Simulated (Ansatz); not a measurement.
# SiF2: the cost of one run

Program: Ansatz 0.2.0. Level of theory: DFT PBE, scalar-relativistic, plane waves, PAW. These are calculated values, not measurements.

## (1) The starting structure

Bond lengths: Si1–F2 1.546 Å, Si1–F3 1.619 Å. Angles: F2–Si1–F3 103.3°.

Structure file:

```xyz
3

Si    7.5172    7.7411    7.3454
F     8.7319    7.7707    8.3011
F     6.2509    7.7382    8.3535
```

## (2) Relaxing the molecule

The input, input.yaml:

```yaml
crystal:
  lattice:
    - [15.0, 0.0, 0.0]
    - [0.0, 15.5, 0.0]
    - [0.0, 0.0, 16.0]
  atoms:
    - { symbol: Si, position: [0.5011452656, 0.4994289404, 0.4590852744] }
    - { symbol: F, position: [0.5821286678, 0.5013349585, 0.5188195017] }
    - { symbol: F, position: [0.4167260666, 0.4992361011, 0.5220952239] }
  symmetry: { detect: false }
basis:
  ecutwfc: 420
kpoints:
  mp_grid: { grid: [1, 1, 1] }
hamiltonian:
  xc: pbe
scf:
  occupations: { method: gaussian, width: 0.005 }
output:
  forces: true
  eigenvalues: true
relax:
  adjacent_minimum: "off"
  f_tol: 0.01
  max_steps: 80
```

**Question.** How long does this run take on 1 thread of an x86-64 CPU, shared host, and how much memory does it need?

About 37 s, with a peak of 1.5 GiB.
